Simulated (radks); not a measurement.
# Cr²⁺ in [Ar] 3d3.75 4s0.25: an all-electron calculation

The task here is to estimate one member of a computed series from the others.

Program: radks (a radial shooting solver on a logarithmic mesh, Libxc functionals) version 1. Level of theory: non-relativistic Kohn-Sham, PW91, spin-polarised, spherical densities, point nucleus; open shells are filled with parallel spins first. These are calculated values, not measurements, unless marked.

### Starting point

- element: chromium (Z = 24)
- charge: +2
- electrons: 22
- configuration: [Ar] 3d3.75 4s0.25

The first run:

Settings of this run:

```text
Z 24
configuration [Ar] 3d3.75 4s0.25
relativity non-relativistic
functional pw91,pw91
spin polarised
nucleus point
```

One of the session's tables, all rows but one given; the rest of the session is left out.

It belongs to the step «Orbitals and density». Radial moments (bohr):

```
  level      <r>  outermost maximum (interpolated)  90 % within  nodes
1s down  0.06419                            0.0422        0.114      0
  1s up  0.06419                            0.0422        0.114      0
  2s up   0.2963                             0.246        0.459      1
2s down   0.2958                             0.246        0.458      1
  2p up   0.2612                             0.199        0.428      0
2p down   0.2607                             0.199        0.427      0
  3s up   0.9031                             0.782         1.35      2
3s down   0.9051                             0.782         1.35      2
  3p up   0.9542                             0.797         1.47      1
3p down   0.9584                             0.798         1.48      1
  3d up        ?                                 ?            ?      ?
3d down    1.223                             0.816         2.11      0
  4s up    2.658                              2.32         3.91      3
```

Estimate the missing values for 3d up.

**Answer.** <r>: 1.182; outermost maximum (interpolated): 0.808; 90 % within: 2.01; nodes: 0. In the column «<r>» it lies between 3p down (0.9584) and 3d down (1.223).
